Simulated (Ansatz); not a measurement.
# TiRh3: response to strain, part 2 of 2

TiRh3 is deformed so: equal xx and yy strain of -1 %. What stress and forces result, by LAPW, PAW and all-electron datasets made for the crystal?

Ansatz 0.2.0; DFT LDA; a database cell (COD). «Crystal datasets» are all-electron PAW datasets made for this crystal. The steps go on from the part before.

## Step 5: Datasets made for this crystal

input.yaml

```yaml
crystal:
  lattice:
    - [3.78378, 0.0, 0.0]
    - [0.0, 3.78378, 0.0]
    - [0.0, 0.0, 3.822]
  atoms:
    - { symbol: Ti, position: [0.0, 0.0, 0.0] }
    - { symbol: Rh, position: [0.0, 0.5, 0.5] }
    - { symbol: Rh, position: [0.5, 0.0, 0.5] }
    - { symbol: Rh, position: [0.5, 0.5, 0.0] }
kpoints:
  mp_grid: { grid: [10, 10, 10] }
scf:
  occupations: { method: fermi_dirac, width: 0.03 }
hamiltonian:
  xc: lda
  pseudopotentials: { kind: all_electron, datasets: crystal }
output:
  forces: true
  stress: true
  eigenvalues: true
  efg: { contact_densities: true }
```

The run is started by

```
$ ansatz run input.yaml --threads 1 --pin off --max-ram 4096MiB --backend cpu --events-out ev --progress --plain --runs-dir out
```

Output:

```text
hamiltonian.pseudopotentials.datasets: crystal makes datasets for this crystal and solves the spheres of its atoms anew in each pass: cutoff 300.0 eV, the density's 1200.0 eV; for an error of 0.50 meV an atom under PBE, 2.0 meV for the cell; an energy difference from a run of another recipe may be off by several times the error for the cell, under r2SCAN by more, where some 0.1 meV an atom stays at smaller errors; Ti in spheres of 1.334 Å, 4 of its electrons in bands, 8 on its site; Rh in spheres of 1.334 Å, 9 of its electrons in bands, 8 on its site; only band paths and densities of states list, in semicore columns, the levels of the semicore shells that are solved separately: 3s of Ti, 3p of Ti, 4s of Rh, 4p of Rh
band count auto-derived: 25 (N_el = 31.0; filled up to band 16; 20 by the electrons, moments and atoms)
Rh: output.efg is read without spin–orbit coupling, which moves field gradients at and beside such atoms by some per cent and up to a factor of two; PAW files take it under magnetization.noncollinear and magnetization.spin_orbit
Engine: ansatz 0.2.0
Pseudopotentials: kind: all_electron
Pseudopotential: Ti, paw, valence charge 12, recommended cutoff 300 eV (normal), Koelling and Harmon's equation, gaussian nucleus
Pseudopotential: Rh, paw, valence charge 17, recommended cutoff 300 eV (normal), Koelling and Harmon's equation, gaussian nucleus
Functional definition: SPW92
  exchange = slater_x
  correlation = pw_c
Crystal: 4 atoms, lattice volume = 54.720 Å³
Basis set: ecut = 300 eV, 627 PW (Γ)
Bands: 25, of which v1, the nominal top of the filled ones, is band 16 counted from 1 (15 counted from 0)
Symmetry: 16 space group operations
Space group: P4/mmm (ITA 123), of the structure as read, at distance tolerance 3.8e-5 Å
k-points: 126 of 1000
Non-local potential: Ti, projectors of the file, l = 0: 1, l = 1: 1, l = 2: 2
Non-local potential: Rh, projectors of the file, l = 0: 1, l = 1: 1, l = 2: 2
PAW form: soft (Blöchl's): semilocal exchange-correlation on the pseudo side does not see the compensation charge
PAW one-centre angular grid: Ti, 590 points (default); XC on its mesh's 1941 points in the sphere
PAW one-centre angular grid: Rh, 590 points (default); XC on its mesh's 1869 points in the sphere
Initial density: superposition of atomic densities (neutral atoms: chi_scale 0, normalization atom)
Initial wavefunctions: pseudopotential atomic-orbital guess
Functional: x = slater, c = lda
iter 1 solved again at ethr=7.01e-2 eV; its pass at ethr=1.00e-1 eV (dr2=2.17e1 eV) is discarded
SCF iter   1: F=—  HF=-413380.132540 eV  |F-HF|=—  |Δ(HF+E_count)|=         —  Δρ=1.84e-1  dr2=2.21e1  ethr=7.01e-2  ⟨swp⟩=2.0  Hψ=17366  notcnv=0
preconditioner: auto → Kerker (q_TF=auto, 2.482 Å⁻¹)  [metal: Δε(μ)=0.003 eV  Ē_g=6.453 eV  σ=0.030 eV  W_gap=0.03  n_scr=18 (ndim 8)  ℏωp=27.9 eV  f_vac=0.000  D(μ)=3.97/eV (n_scr^D=32)]
SCF iter   2: F=—  HF=-413377.011940 eV  |F-HF|=—  |Δ(HF+E_count)|=    3.12e0  Δρ=6.53e-2  dr2=2.77e0  ethr=7.01e-2  ⟨swp⟩=2.3  Hψ=6342  notcnv=0  defer=2
SCF iter   3: F=—  HF=-413376.349111 eV  |F-HF|=—  |Δ(HF+E_count)|=   6.63e-1  Δρ=2.45e-2  dr2=3.12e-1  ethr=8.95e-3  ⟨swp⟩=3.1  Hψ=7347  notcnv=0  defer=3
SCF iter   4: F=—  HF=-413376.247493 eV  |F-HF|=—  |Δ(HF+E_count)|=   1.02e-1  Δρ=8.90e-3  dr2=5.26e-2  ethr=1.01e-3  ⟨swp⟩=2.8  Hψ=8058  notcnv=0  defer=13
SCF iter   5: F=—  HF=-413376.265394 eV  |F-HF|=—  |Δ(HF+E_count)|=   1.79e-2  Δρ=4.85e-3  dr2=1.80e-2  ethr=1.70e-4  ⟨swp⟩=3.5  Hψ=7026  notcnv=0  defer=16
SCF iter   6: F=—  HF=-413376.267076 eV  |F-HF|=—  |Δ(HF+E_count)|=   1.68e-3  Δρ=1.61e-3  dr2=2.02e-3  ethr=5.81e-5  ⟨swp⟩=3.3  Hψ=6661  notcnv=0  defer=16
iter 7 solved again at ethr=5.31e-7 eV; its pass at ethr=6.51e-6 eV (dr2=1.65e-4 eV) is discarded
SCF iter   7: F=—  HF=-413376.269898 eV  |F-HF|=—  |Δ(HF+E_count)|=   2.82e-3  Δρ=5.05e-4  dr2=1.65e-4  ethr=5.31e-7  ⟨swp⟩=2.1  Hψ=11967  notcnv=0  defer=3
SCF iter   8: F=—  HF=-413376.269883 eV  |F-HF|=—  |Δ(HF+E_count)|=   1.53e-5  Δρ=1.63e-4  dr2=1.32e-5  ethr=5.31e-7  ⟨swp⟩=2.0  Hψ=5145  notcnv=0  defer=3
SCF iter   9: F=—  HF=-413376.269882 eV  |F-HF|=—  |Δ(HF+E_count)|=   1.11e-6  Δρ=4.08e-5  dr2=1.58e-6  ethr=4.26e-8  ⟨swp⟩=2.3  Hψ=5195  notcnv=0  defer=2
SCF iter  10: F=—  HF=-413376.269882 eV  |F-HF|=—  |Δ(HF+E_count)|=   8.11e-8  Δρ=1.63e-5  dr2=2.19e-7  ethr=5.10e-9  ⟨swp⟩=2.7  Hψ=5280  notcnv=0  defer=1
SCF iter  11: F=-413376.269882 eV  HF=-413376.269882 eV  |F-HF|=6.23e-9  |Δ(HF+E_count)|=   1.78e-8  Δρ=3.00e-6  dr2=6.83e-9  ethr=7.05e-10  ⟨swp⟩=2.1  Hψ=5155  notcnv=0
SCF 1 converged in 11 iterations: F = -413376.269903 eV  dr2 = 6.83e-9
  Residual-converged pass: ⟨swp⟩=3.3  Hψ=7039  notcnv=0  max |occ|·‖R‖ = 6.6e-6 eV (tolerance 6.7e-6 eV)  dr2=7.39e-9  dr2_onsite=2.93e-9  max |Δocc| = 7.5e-10
SCF converged after 11 iterations
Free energy (F): -413376.269903 eV
Harris-Foulkes:  -413376.269903 eV  (|F-HF|=6.23e-9)
Internal energy: -413376.258662 eV  (E = F + TS)
E sigma→0 (E₀):  -413376.264282 eV
Entropy (-TS):   -0.011242 eV (-2.810 meV/atom)
Past the cutoff: the bands carry plane waves up to 1.75 times it, of which those up to 1.5 times it add -0.000494 eV an atom, each by itself; the spheres take 0.000236 eV an atom off the energy for waves past 1.75 times it
By the cutoff:   a pressure is off by up to 0.009 GPa (1.2 times the spheres' own share and the shells' term, over an atom's volume, and 0.004 GPa: a bound that held against runs at twice the plane waves)
Past the cutoffs: a stress includes 0.0046 GPa for waves and charges beyond them, in addition to the slope of what the spheres take
In the spheres:  the bands' charges fall short by 1.4e-6 e at most (sound up to 1e-3), those of shells solved beside the bands by 5.1e-7 e (sound up to 5e-4)
Fermi energy:    22.486904 eV
--- Per-component energies (eV) ---
  The terms above E_closure are by the made datasets' own strengths, without shells solved beside the bands.
--- Forces (eV/Å), atoms counted from 1 ---
  atom   1  Ti     0.00000000     0.00000000     0.00000000
  atom   2  Rh     0.00000000     0.00000000     0.00000000
  atom   3  Rh     0.00000000     0.00000000     0.00000000
  atom   4  Rh     0.00000000     0.00000000     0.00000000
  max |Σ_I F_I| component: 2.21e-29 eV/Å
--- Stress (GPa, compression-positive) ---
       -4.768605       0.000000       0.000000
        0.000000      -4.768605       0.000000
        0.000000       0.000000      -6.734127
  P = ⅓ Tr σ = -5.4238 GPa (-54.238 kbar)
  It holds what live shells' own plane waves past their cutoff add
--- PAW observables at the nuclei: V_zz in 10²¹ V/m², potentials from the cell's mean, atoms counted from 1 ---
  atom   1  Ti V_zz =    +0.033119   η = 0.0000   by run symmetry: allowed
            electrostatic potential = -2536.905926 V   contact ρ = 56472.410065 e/Å³
  atom   2  Rh V_zz =    -2.961765   η = 0.0276   by run symmetry: allowed
            electrostatic potential = -7024.252906 V   contact ρ = 786638.782564 e/Å³
  atom   3  Rh V_zz =    -2.961765   η = 0.0276   by run symmetry: allowed
            electrostatic potential = -7024.252906 V   contact ρ = 786638.782566 e/Å³
  atom   4  Rh V_zz =    -3.219351   η = 0.0000   by run symmetry: allowed
            electrostatic potential = -7024.245159 V   contact ρ = 786638.811986 e/Å³
--- Band table (eV; the first three rows and the last of 126) ---
  k-point 0: bands = ["15.0168", "16.5812", "16.9772", "16.9836", "17.2407", "17.2407", "17.2476", "20.3052", "20.4020", "20.4020", "22.2502", "22.3659", "23.3790", "23.8384", "23.8384", "23.9201", "25.2389", "25.2574", "25.9116", "25.9116", "25.9717", "26.0276"]
  k-point 1: bands = ["15.1501", "16.6676", "17.0411", "17.0878", "17.2979", "17.3278", "17.3278", "20.2234", "20.4502", "20.4502", "22.1408", "22.3835", "23.2667", "23.3898", "23.3898", "23.9204", "25.0050", "25.1854", "25.3451", "25.3451", "25.6587", "25.9677"]
  k-point 2: bands = ["15.5358", "16.9114", "17.2160", "17.3859", "17.4434", "17.5864", "17.5864", "19.9965", "20.5758", "20.5758", "21.8351", "22.4215", "22.4701", "22.4701", "22.9434", "23.9212", "24.0749", "24.7976", "24.7976", "25.0063", "25.1269", "25.9579"]
  k-point 125: bands = ["17.0057", "17.0372", "17.0456", "17.0456", "19.5481", "19.5481", "19.6325", "20.3361", "20.3884", "20.3884", "20.8448", "20.9646", "23.3968", "23.4398", "23.4398", "23.4973", "23.6401", "23.6417", "23.6417", "25.1147", "25.1201", "25.1201"]
```

It took 58 s on 1 thread of Arm Neoverse V1, shared host; peak memory 1.1 GiB.

Read from it: pressure -5.42 GPa; no gap; Vzz Ti1 0.03 (η = 0.00), Rh2 -2.96 (η = 0.03), Rh4 -3.22 (η = 0.00) (10²¹ V/m²).

## Step 6: Side by side

Stress (GPa, compression positive):

| method | xx | yy | zz | yz | xz | xy |
| --- | --- | --- | --- | --- | --- | --- |
| LAPW | -4.77 | -4.77 | -6.73 | 0.00 | 0.00 | 0.00 |
| PAW | -4.82 | -4.82 | -6.79 | 0.00 | 0.00 | 0.00 |
| crystal datasets | -4.77 | -4.77 | -6.73 | 0.00 | 0.00 | 0.00 |

```
          method  pressure (GPa)  Vzz Ti1 (10²¹ V/m²)  Vzz Rh2 (10²¹ V/m²)  Vzz Rh4 (10²¹ V/m²)  SCF cycles, by the record's count
            LAPW           -5.42                    –                    –                    –                                 13
             PAW           -5.48                 0.03                -2.88                -3.13                                  6
crystal datasets           -5.42                 0.03                -2.96                -3.22                                 11
```

## Step 7: Outcome

What follows sums up all 2 parts.

| quantity | value |
| --- | --- |
| pressure | LAPW -5.42, PAW -5.48, crystal datasets -5.42 GPa |
| largest shear or deviatoric stress (LAPW) | 1.31 GPa |

**Reading.** The largest part of the stress beyond the pressure is 1.31 GPa in size, in the zz component; the atoms are carried along and not relaxed. No run of the undeformed cell stands beside it, so pressure and stress hold what the given cell had before the change, as far as its symmetry allows. PAW: stress within 0.06 GPa of LAPW. Crystal datasets: stress within 0.01 GPa of LAPW.
